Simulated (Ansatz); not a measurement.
Runs of Ansatz 0.2.0 on MnCuAs. Symmetry: P4/nmm, No. 129, tetragonal system. Conventional cell: a = 3.699 Å, b = 3.699 Å, c = 6.408 Å, α = 90.00°, β = 90.00°, γ = 90.00°. Around As (site symmetry 4mm) lie 5 Mn at 2.49 to 2.64 Å and 4 Cu at 2.56 Å. Cu (site symmetry -4m2) has 4 As at 2.56 Å and 4 Cu at 2.62 Å and 4 Mn at 2.84 Å as nearest neighbours. Around Mn (site symmetry 4mm) lie 5 As at 2.49 to 2.64 Å and 4 Cu at 2.84 Å. The cell is a database's computed one.

| spin | k mesh | gap on the mesh (eV) | pressure (GPa) | moment (μB) | largest force (eV/Å) |
| --- | --- | --- | --- | --- | --- |
| off | 7 × 7 × 4 | none | -13.5 | - | 0.96 |
| collinear, antiferromagnetic start | 7 × 7 × 4 | none | -0.5 | 0.00 | 0.45 |
| non-collinear, random start | 5 × 5 × 3 | none | (a) | 0.00 | 0.45 |
| collinear, ferrimagnetic start | 7 × 7 × 4 | none | -0.5 | 0.00 | 0.45 |
| collinear, random start | 7 × 7 × 4 | none | -0.5 | 0.00 | 0.45 |

Alike in all rows: task single point; level PBE; potentials or basis Ansatz PAW; cell as given; cutoff (eV) 420; smearing fermi-dirac 0.05 eV.

Fill in the values left out.

(a) -0.6.

Caveats: the starting moments weren't kept (some runs).

A k mesh can miss the band edges, and the runs leave out spin-orbit coupling on As.

A gap of «none» marks a metal or a gap under the smearing width.
